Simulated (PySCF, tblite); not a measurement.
**C5H8N2+ (doublet): geometry, infrared bands and EPR parameters**

Aim: predict the infrared bands and EPR parameters of C5H8N2+ (doublet) (`C[C]1C=NN(C)[CH+]1`).

The runs use tblite 0.8.0 and PySCF 2.14.0, with density-fitted response routines of our own; the level of theory stands in each step. All values are computed, except where a source is named. Atoms are numbered from 0 throughout.

## (1) The starting structure

15 atoms, charge 1, multiplicity 2; geometry from: force field or distance geometry start.

Bonds of the start (Å): C0–C1 1.48, C1–C2 1.49, C2–N3 1.29, N3–N4 1.38, N4–C5 1.45, N4–C6 1.44, C6–C1 1.48, C0–H7 1.13, C0–H8 1.11, C0–H9 1.13, C2–H10 1.10, C5–H11 1.13, C5–H12 1.10, C5–H13 1.11, C6–H14 1.09.

## (2) Optimising the geometry with GFN2-xTB

Job settings and geometry (Å):

```
{"job": {"kind": "relax", "xc": "GFN2-xTB", "basis": "xTB"}, "charge": 1, "multiplicity": 2}
C     -2.246100     0.462200     0.367800
C     -1.109600     0.180100    -0.529300
C     -0.766300    -1.264700    -0.686500
N      0.492200    -1.431800    -0.481800
N      1.137000    -0.262300    -0.148800
C      2.539900    -0.061800     0.146000
C      0.176300     0.814000    -0.171800
H     -2.849400     1.327500    -0.048800
H     -2.011100     0.775700     1.404800
H     -2.993900    -0.376700     0.461700
H     -1.460000    -2.080200    -0.956700
H      3.007700     0.463500    -0.732500
H      2.640200     0.594800     1.027700
H      3.098700    -1.004900     0.288400
H      0.339800     1.872500     0.037900
```

The run is started by

```bash
OMP_NUM_THREADS=1 python probes_run.py task.json out
```

The driver reads the jobs from task.json and runs them one after another.

**Question.** This job is followed by: GFN2-xTB harmonic vibrations, gas phase; UKS B3LYP, pcH-1 on C H N, non-relativistic, mean-field spin-orbit, GIAO. What will the session give for the following? strongest single infrared mode (GFN2-xTB); zero-point energy (GFN2-xTB); g(iso) (B3LYP); ⟨S²⟩; largest a(iso) (averaged by class).

As calculated:

```
                                 quantity                       value
strongest single infrared mode (GFN2-xTB)       1312 cm⁻¹, 355 km/mol
             zero-point energy (GFN2-xTB)               75.2 kcal/mol
                           g(iso) (B3LYP)                     2.00270
                                     ⟨S²⟩          0.755 (exact 0.75)
       largest a(iso) (averaged by class)  1H on H7, H8, H9, 85.8 MHz
```

In words: Relaxing lowered the energy by 1.315 eV in 92 steps; the close pair that moved most is N4–C6, from 1.443 to 1.322 Å. The lowest mode is imaginary (39i cm⁻¹), so the xTB geometry is not a minimum: the zero-point energy counts the real modes alone, and all values at this geometry belong to a saddle point. The strongest single mode, at 1312 cm⁻¹, moves mainly H8 and H7. Unscaled tight-binding wavenumbers are off by several per cent, some by more. Its intensities can rank the bands wrongly. C1 carries the largest spin population, 0.55 e. The isotropic g lies 0.4 ppt above the free-electron value. These values are for one conformer; the search (at its own cheap level) found 1 more, at 0.08 kcal/mol, and measured spectra average over such forms.
